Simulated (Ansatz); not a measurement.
# AlH7N2OSi: the cost of one run

All numbers below are computed with Ansatz 0.2.0 (RKS PBE0-D4/def2-SVP).

## (1) Starting point

Bond lengths: Al1–N2 1.920 Å, N2–H3 1.060 Å, N2–H4 1.060 Å, Al1–O5 1.780 Å, O5–Si6 1.680 Å, Si6–H7 1.460 Å, Si6–H8 1.460 Å, Si6–H9 1.460 Å, Al1–N10 1.920 Å, N10–H11 1.060 Å, N10–H12 1.060 Å. Angles (14 of 16 angles, heavy atoms first): N2–Al1–O5 120.0°, N2–Al1–N10 120.0°, O5–Al1–N10 120.0°, Al1–O5–Si6 125.0°, Al1–N2–H3 120.0°, Al1–N2–H4 120.0°, O5–Si6–H7 109.5°, O5–Si6–H8 109.5°, O5–Si6–H9 109.5°, Al1–N10–H11 120.0°, Al1–N10–H12 120.0°, H3–N2–H4 120.0°, H7–Si6–H8 109.4°, H7–Si6–H9 109.4°.

Structure file:

```xyz
12

Al    0.0000    0.0000    0.0000
N     0.0000    0.0000    1.9200
H    -0.8770   -0.2713    2.4500
H     0.8770    0.2713    2.4500
O     1.5415    0.0000   -0.8900
Si    2.3874   -1.3760   -1.3520
H     1.4599   -2.3514   -1.9176
H     3.3882   -1.0195   -2.3535
H     3.0504   -1.9546   -0.1870
N    -1.6627    0.0000   -0.9600
H    -2.3316   -0.8164   -0.8614
H    -1.9118    0.8164   -1.5886
```

## (2) Preparing the start

File input.yaml:

```yaml
crystal:
  periodic: [false, false, false]
  atoms:
    - { symbol: Al, position_ang: [0.0, 0.0, 0.0] }
    - { symbol: "N", position_ang: [0.0, 0.0, 1.92] }
    - { symbol: H, position_ang: [-0.877, -0.2713, 2.45] }
    - { symbol: H, position_ang: [0.877, 0.2713, 2.45] }
    - { symbol: O, position_ang: [1.5415, 0.0, -0.89] }
    - { symbol: Si, position_ang: [2.3874, -1.376, -1.352] }
    - { symbol: H, position_ang: [1.4599, -2.3514, -1.9176] }
    - { symbol: H, position_ang: [3.3882, -1.0195, -2.3535] }
    - { symbol: H, position_ang: [3.0504, -1.9546, -0.187] }
    - { symbol: "N", position_ang: [-1.6627, 0.0, -0.96] }
    - { symbol: H, position_ang: [-2.3316, -0.8164, -0.8614] }
    - { symbol: H, position_ang: [-1.9118, 0.8164, -1.5886] }
basis:
  gaussian: { orbitals: def2-SVP }
hamiltonian:
  xc: pbe0
  dispersion: d4
relax:
  f_tol: 0.02
  max_steps: 40
```

On the command line:

```console
$ ansatz run input.yaml --threads 2 --pin off --max-ram 3072MiB --backend cpu --events-out ev --progress --plain --runs-dir out
```

**Question.** How long does this run take on 2 threads of Arm Neoverse V1, shared host, and how much memory does it need?

About 55 s, with a peak of 0.25 GiB.
